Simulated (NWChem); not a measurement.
**One shape, several levels: SiNH5O3 (SMILES N[Si](O)(O)O)**

We compute a comparison of 5 runs (HF/STO-3G, HF/3-21G, B3LYP/6-31G*, PBE/pcseg-1) of SiNH5O3. 

The calculation is run with NWChem 7.3.0.

### Step 1. The system as given

SiNH5O3 has 10 atoms, charge 0, and is taken as a singlet. As SMILES, `N[Si](O)(O)O`. The shape is that of a PBE0-D4/def2-TZVP optimisation. This is one conformer, not always the lowest.

Bond lengths: N1–Si2 1.697 Å, Si2–O3 1.640 Å, Si2–O4 1.634 Å, Si2–O5 1.642 Å, N1–H6 1.006 Å, N1–H7 1.006 Å, O3–H8 0.958 Å, O4–H9 0.958 Å, O5–H10 0.958 Å. Some angles: N1–Si2–O3 118.5°, N1–Si2–O4 103.5°, N1–Si2–O5 108.9°, O3–Si2–O4 107.2°, O3–Si2–O5 103.3°, O4–Si2–O5 116.0°, Si2–N1–H6 119.6°, Si2–N1–H7 121.3°, Si2–O3–H8 115.6°, Si2–O4–H9 115.3°.

### Step 2. Energy and forces at HF/STO-3G (run 1)

run.py

```python
from ase import Atoms
from ase.calculators.nwchem import NWChem

atoms = Atoms('NSiOOOHHHHH', positions=[
    [1.056200, -1.087000, 0.091200],
    [-0.160100, 0.094500, 0.023300],
    [-0.099900, 1.343300, 1.085400],
    [-1.526100, -0.744100, 0.341400],
    [-0.097400, 0.839200, -1.438300],
    [0.975700, -1.846500, 0.746400],
    [2.016600, -0.859800, -0.102600],
    [0.175700, 2.185000, 0.720400],
    [-2.237200, -0.236000, 0.733800],
    [-0.020600, 0.260300, -2.198000],
])

calc = NWChem(
    label='geom',
    theory='scf',
    memory='2200 mb',
    basis='STO-3G',
    basispar='spherical bse',
    scf={'nopen': '0', 'rhf': None, 'thresh': '1e-08', 'maxiter': '80'},
)
atoms.calc = calc

forces = atoms.get_forces()
print("Total energy (eV):", round(atoms.get_potential_energy(), 6))
print("forces (eV/A):")
for s, f in zip(atoms.symbols, forces):
    print(f"{s:2s} {f[0]:10.5f} {f[1]:10.5f} {f[2]:10.5f}")
print("dipole (e A):", atoms.get_dipole_moment().round(4))
```

Run with:

```
$ export ASE_NWCHEM_COMMAND="nwchem PREFIX.nwi > PREFIX.nwo"
$ python run.py
```

Standard output:

```text
Total energy (eV): -15343.151599
forces (eV/A):
N    -0.56060    0.42043   -0.17761
Si    0.23937    0.13797   -0.34715
O    -0.39441   -1.11504    1.24272
O     0.55520   -1.34628   -0.60863
O    -0.23994    1.30149    0.78691
H     0.12439   -0.33635    0.26786
H     0.49386    0.01743    0.03471
H     0.44598    0.96591   -0.90184
H    -0.77287    1.04670    0.52214
H     0.10901   -1.09220   -0.81910
dipole (e A): [ 0.1686  0.0734 -0.053 ]
```

The calculator wrote geom.nwi:

```
title "geom"

permanent_dir geom

scratch_dir geom

start geom

geometry units angstrom nocenter noautosym noautoz
  N  1.0562000000000000e+00 -1.0870000000000000e+00 9.1200000000000003e-02
  Si -1.6009999999999999e-01 9.4500000000000001e-02 2.3300000000000001e-02
  O  -9.9900000000000003e-02 1.3432999999999999e+00 1.0853999999999999e+00
  O  -1.5261000000000000e+00 -7.4409999999999998e-01 3.4139999999999998e-01
  O  -9.7400000000000000e-02 8.3919999999999995e-01 -1.4382999999999999e+00
  H  9.7570000000000001e-01 -1.8465000000000000e+00 7.4639999999999995e-01
  H  2.0165999999999999e+00 -8.5980000000000001e-01 -1.0260000000000000e-01
  H  1.7570000000000000e-01 2.1850000000000001e+00 7.2040000000000004e-01
  H  -2.2372000000000001e+00 -2.3599999999999999e-01 7.3380000000000001e-01
  H  -2.0600000000000000e-02 2.6029999999999998e-01 -2.1980000000000000e+00
end

memory 2200 mb

basis spherical bse noprint
   * library STO-3G
end

scf
  nopen 0
  rhf
  thresh 1e-08
  maxiter 80
end

task scf gradient
```

geom.nwo:

```text
Northwest Computational Chemistry Package (NWChem) 7.3.0
             --------------------------------------------------------

           Job information
           ---------------

    nwchem branch   = 7.3.0
    use scalapack   = T
    input           = geom.nwi
    prefix          = geom.
    data base       = geom/geom.db
    status          = startup
    nproc           =        1

           Memory information
           ------------------

[... 5 lines left out ...]
    hardfail = no
[... 135 lines left out ...]
         Quadratically convergent ROHF
[... 14 lines left out ...]
       Final RHF  results
[... 4 lines left out ...]
      Two-electron energy =    486.815770607397
[... 43 lines left out ...]
                       ROHF Final Molecular Orbital Analysis
[... 245 lines left out ...]
                 ----------------------------------------
                 |  Time  |  1-e(secs)   |  2-e(secs)   |
                 ----------------------------------------
                 |  CPU   |       0.00   |       0.25   |
                 ----------------------------------------
                 |  WALL  |       0.00   |       0.25   |
                 ----------------------------------------

 Task  times  cpu:        1.6s     wall:        1.6s
 Total times  cpu:        1.6s     wall:        1.6s
```

It took 2.4 s on 1 thread of AMD EPYC 9R45 (Zen 5), shared host; peak memory 0.1 GiB.

### Step 3. Energy and gradient at HF/3-21G (run 2)

mymol.nw

```
start mymol
memory 2200 mb

geometry units angstrom noautosym nocenter noautoz
  N        1.056200      -1.087000       0.091200
  Si      -0.160100       0.094500       0.023300
  O       -0.099900       1.343300       1.085400
  O       -1.526100      -0.744100       0.341400
  O       -0.097400       0.839200      -1.438300
  H        0.975700      -1.846500       0.746400
  H        2.016600      -0.859800      -0.102600
  H        0.175700       2.185000       0.720400
  H       -2.237200      -0.236000       0.733800
  H       -0.020600       0.260300      -2.198000
end

basis spherical bse
  * library 3-21G
end

scf
  nopen 0
  rhf
  thresh 1e-08
  maxiter 80
end

task scf gradient
```

Run with:

```
$ nwchem mymol.nw > mymol.out
```

Standard output:

```text
[...]
  functions       =    59
[...]
  wavefunction    = RHF
[...]
         Total SCF energy =   -567.986505988152
      One-electron energy =  -1319.341558968817
      Two-electron energy =    483.430932026452
 Nuclear repulsion energy =    267.924120954214
        Time for solution =      1.5s
[...]
                         RHF ENERGY GRADIENTS
    atom               coordinates                        gradient
                 x          y          z           x          y          z
   1 N       1.995929  -2.054132   0.172343   -0.020573   0.001822  -0.012385
   2 Si     -0.302545   0.178579   0.044031   -0.008105   0.015157  -0.004119
   3 O      -0.188784   2.538469   2.051109   -0.001751  -0.008789  -0.002255
   4 O      -2.883911  -1.406145   0.645152    0.014645  -0.002717  -0.002551
   5 O      -0.184059   1.585858  -2.717993    0.000804   0.000183   0.009263
   6 H       1.843806  -3.489379   1.410491    0.001533   0.000040   0.007230
   7 H       3.810821  -1.624786  -0.193886    0.003157   0.004147   0.002894
   8 H       0.332025   4.129051   1.361359   -0.000498  -0.010765  -0.005873
   9 H      -4.227695  -0.445975   1.386681    0.011460   0.005182  -0.003489
  10 H      -0.038928   0.491896  -4.153618   -0.000673  -0.004261   0.011283
[...]
```

Run time: 2.4 s. Hardware: 1 thread of AMD EPYC 9R45 (Zen 5), shared host; peak memory 0.1 GiB.

Run 3 isn't shown in full; the table further down has it.

### Step 4. Energy and gradient at B3LYP/6-31G(d) (Cartesian functions) (run 4)

work.nw

```
start work
memory stack 880 mb heap 220 mb global 1100 mb
charge 0

geometry units au noautosym nocenter noautoz
  N    1.99592873  -2.05413230   0.17234302
  Si  -0.30254515   0.17857912   0.04403062
  O   -0.18878364   2.53846910   2.05110874
  O   -2.88391104  -1.40614521   0.64515250
  O   -0.18405932   1.58585816  -2.71799309
  H    1.84380578  -3.48937929   1.41049158
  H    3.81082170  -1.62478652  -0.19388590
  H    0.33202488   4.12905158   1.36135870
  H   -4.22769529  -0.44597537   1.38668103
  H   -0.03892836   0.49189571  -4.15361802
end

basis
  * library 6-31G*
end

dft
  xc b3lyp
  grid xfine
  convergence energy 1e-08
  iterations 100
  mulliken
end

task dft gradient
```

Run with:

```
$ nwchem work.nw > work.out
```

Standard output:

```text
[...]
          Wavefunction type:  closed shell.
          No. of atoms     :    10
          No. of electrons :    50
[...]
          Charge           :     0
          Spin multiplicity:     1
[...]
          AO basis - number of functions:    89
[...]
              XC Information
              --------------
                         B3LYP Method XC Potential
                     Hartree-Fock (Exact) Exchange  0.200
                        Slater Exchange Functional  0.800 local
                    Becke 1988 Exchange Functional  0.720 non-local
              Lee-Yang-Parr Correlation Functional  0.810
                  VWN I RPA Correlation Functional  0.190 local
[...]
 d= 0,ls=0.0,diis     1   -572.9640982386 -8.41D+02  1.56D-02  1.28D+00     2.4
[...]
 d= 0,ls=0.0,diis    10   -573.0820559331 -5.42D-10  8.02D-08  4.82D-11    21.2
         Total DFT energy =     -573.082055933085
      One electron energy =    -1324.049620146344
           Coulomb energy =      538.782944828407
    Exchange-Corr. energy =      -55.739482210203
 Nuclear repulsion energy =      267.924101595055
[...]
      Total Density - Mulliken Population Analysis
     ---------------------------------------------
    Atom       Charge   Shell Charges
 -----------   ------   -------------------------------------------------------
    1 N    7     7.85   1.99  0.77  2.57  0.81  1.69  0.02
    2 Si  14    13.01   2.00  1.99  5.96  0.89  1.49 -0.03  0.35  0.36
    3 O    8     8.69   1.99  0.90  2.96  0.90  1.90  0.04
    4 O    8     8.68   1.99  0.90  2.96  0.89  1.89  0.04
    5 O    8     8.70   1.99  0.90  2.96  0.90  1.91  0.04
    6 H    1     0.66   0.50  0.16
    7 H    1     0.67   0.51  0.17
    8 H    1     0.58   0.47  0.11
    9 H    1     0.58   0.47  0.10
   10 H    1     0.58   0.47  0.11
[...]
  wavefunction    = closed shell
[...]
```

Wall time 26 s (1 thread of AMD EPYC 9R45 (Zen 5), shared host); peak memory 0.15 GiB.

### Step 5. Energy and forces at PBE/pcseg-1 (run 5)

run.py, as its differences from that of step 2:

```diff
@@ -17,8 +17,8 @@
 calc = NWChem(
-    label='geom',
-    theory='scf',
+    label='h5no3si',
+    theory='dft',
     memory='2200 mb',
-    basis='STO-3G',
+    basis='pcseg-1',
     basispar='spherical bse',
-    scf={'nopen': '0', 'rhf': None, 'thresh': '1e-08', 'maxiter': '80'},
+    dft={'xc': 'xpbe96 cpbe96', 'mult': '1', 'grid': 'fine', 'convergence': 'energy 1e-08', 'iterations': '100', 'mulliken': None},
 )
@@ -27,3 +27,4 @@
 forces = atoms.get_forces()
-print("Total energy (eV):", round(atoms.get_potential_energy(), 6))
+e = atoms.get_potential_energy()
+print(f"E = {e:.6f} eV")
 print("forces (eV/A):")
```

Run with:

```
$ export ASE_NWCHEM_COMMAND="nwchem PREFIX.nwi > PREFIX.nwo"
$ python run.py
```

Standard output:

```text
E = -15580.788618 eV
forces (eV/A):
N    -0.11807   -0.13853   -0.29455
Si    0.32005   -0.27331    0.00334
O    -0.22189    0.09652    1.01348
O    -0.25773   -1.03554   -0.10650
O     0.00067    1.03230   -0.28406
H    -0.05014   -0.49144    0.42829
H     0.61120    0.14295   -0.11837
H     0.24127    0.73683   -0.32339
H    -0.59012    0.45298    0.33429
H     0.06479   -0.52276   -0.65249
dipole (e A): [ 0.2155  0.0404 -0.1008]
```

The calculator wrote h5no3si.nwi:

```
title "h5no3si"

permanent_dir h5no3si

scratch_dir h5no3si

start h5no3si

geometry units angstrom nocenter noautosym noautoz
  N  1.0562000000000000e+00 -1.0870000000000000e+00 9.1200000000000003e-02
  Si -1.6009999999999999e-01 9.4500000000000001e-02 2.3300000000000001e-02
  O  -9.9900000000000003e-02 1.3432999999999999e+00 1.0853999999999999e+00
  O  -1.5261000000000000e+00 -7.4409999999999998e-01 3.4139999999999998e-01
  O  -9.7400000000000000e-02 8.3919999999999995e-01 -1.4382999999999999e+00
  H  9.7570000000000001e-01 -1.8465000000000000e+00 7.4639999999999995e-01
  H  2.0165999999999999e+00 -8.5980000000000001e-01 -1.0260000000000000e-01
  H  1.7570000000000000e-01 2.1850000000000001e+00 7.2040000000000004e-01
  H  -2.2372000000000001e+00 -2.3599999999999999e-01 7.3380000000000001e-01
  H  -2.0600000000000000e-02 2.6029999999999998e-01 -2.1980000000000000e+00
end

memory 2200 mb

basis spherical bse noprint
   * library pcseg-1
end

dft
  xc xpbe96 cpbe96
  mult 1
  grid fine
  convergence energy 1e-08
  iterations 100
  mulliken
end

task dft gradient
```

h5no3si.nwo:

```text
Northwest Computational Chemistry Package (NWChem) 7.3.0
             --------------------------------------------------------

           Job information
           ---------------

    nwchem branch   = 7.3.0
    use scalapack   = T
    input           = h5no3si.nwi
    prefix          = h5no3si.
    data base       = h5no3si/h5no3si.db
    status          = startup
    nproc           =        1

           Memory information
           ------------------

[... 5 lines left out ...]
    hardfail = no
[... 108 lines left out ...]
  convergence criterion.
[... 40 lines left out ...]
          Spatial weights used:  Erf1
[... 32 lines left out ...]
 1-e energy   =   -1317.832027
[... 43 lines left out ...]
           Coulomb energy =      538.317723897393
[... 761 lines left out ...]
          Convergence on density requested:  1.00D-05
[... 26 lines left out ...]
          total energy or number of iterations.
[... 36 lines left out ...]
                 ----------------------------------------
                 |  Time  |  1-e(secs)   |  2-e(secs)   |
                 ----------------------------------------
                 |  CPU   |       0.01   |       1.92   |
                 ----------------------------------------
                 |  WALL  |       0.01   |       1.92   |
                 ----------------------------------------

 Task  times  cpu:       14.1s     wall:       14.1s
 Total times  cpu:       14.1s     wall:       14.1s
```

Wall time 15 s (1 thread of AMD EPYC 9R45 (Zen 5), shared host); peak memory 0.12 GiB.

### Step 6. All runs side by side

| run | level | iteration cap | module | energy (Eh) | dipole moment (D) | HOMO energy (eV) | LUMO energy (eV) | wall time |
| --- | --- | --- | --- | --- | --- | --- | --- | --- |
| 1 | HF/STO-3G | 80 | scf | -563.850426 | 0.92 | -8.65 | 12.76 | 2.4 s |
| 2 | HF/3-21G | 80 | scf | -567.986506 | 1.49 | -11.13 | 5.94 | 2.4 s |
| 3 | B3LYP/6-31G* (spherical functions) | 100 | dft | -573.074538 | 1.17 | – | – | 25 s |
| 4 | B3LYP/6-31G* (Cartesian functions) | 100 | dft | -573.082056 | 1.18 | -6.90 | 1.13 | 26 s |
| 5 | PBE/pcseg-1 | 100 | dft | -572.583425 | 1.16 | -5.97 | -0.09 | 15 s |

### Step 7. What came out

| quantity | value |
| --- | --- |
| run 5: total energy | -572.58343 Eh |
| run 5: dipole moment | 1.16 D |
| run 5: HOMO energy | -5.97 eV |
| run 5: LUMO energy | -0.09 eV |
| run 5: HOMO–LUMO gap | 5.88 eV |
| run 5: largest force on an atom | 1.072 eV/Å |

In words: The dipole moment (its size) runs from 0.92 D (HF/STO-3G) to 1.49 D (HF/3-21G). Over runs 1, 2, 4, 5 the HOMO–LUMO gap runs from 5.88 eV (PBE/pcseg-1) to 21.41 eV (HF/STO-3G). The two ends differ in method and basis. Totals of different functionals can't be ranked against each other. In run 1 the basis is minimal, so the values are rough. All runs together took 70 s, the longest 26 s.
